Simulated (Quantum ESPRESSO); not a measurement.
Crystal: TaF3.

```
Ta F
1.0
     3.90120    0.00000    0.00000
     0.00000    3.90120    0.00000
     0.00000    0.00000    3.90120
Ta F
1 3
Direct
  0.00000 0.00000 0.00000
  0.00000 0.00000 0.50000
  0.50000 0.00000 0.00000
  0.00000 0.50000 0.00000
```

```yaml
Program: Quantum ESPRESSO 7.5
Task: relaxation of cell and atoms
Functional: PBEsol
Dispersion: D3
Potentials_or_basis: GBRV 1.5 PBEsol
Cutoff: 762 eV
Density_cutoff: 6095 eV
k_mesh: 7 × 7 × 7
Occupations: fermi-dirac, width 0.05 eV
Spin: no spin polarisation
```

At the start: pressure 19.8 GPa; volume 14.84 Å³/atom.

**Question.** Where does the relaxation end?

**Answer.** Over 5 steps the energy falls by 110.7 meV/atom and the volume is 16.85 Å³/atom (+13.6 %); space group Pm-3m (No. 221, to 0.05 Å).

The path:
```
step  energy change (eV)  largest force (eV/Å)  pressure (GPa)  volume (Å³)
   1              0.0000                0.0000           19.81        59.37
   2             -0.1317                0.0000           15.99        60.55
   3             -0.4365                0.0000            1.92        66.36
   4             -0.4428                0.0000            0.23        67.29
   5             -0.4429                0.0000            0.00        67.42
```

Final structure:
```
Ta F
1.0
     4.07000    0.00000    0.00000
     0.00000    4.07000    0.00000
     0.00000    0.00000    4.07000
Ta F
1 3
Direct
  0.00000 0.00000 0.00000
  0.00000 0.00000 0.50000
  0.50000 0.00000 0.00000
  0.00000 0.50000 0.00000
```

Caveat: pairwise dispersion overbinds metals, which lowers pressure and volume.
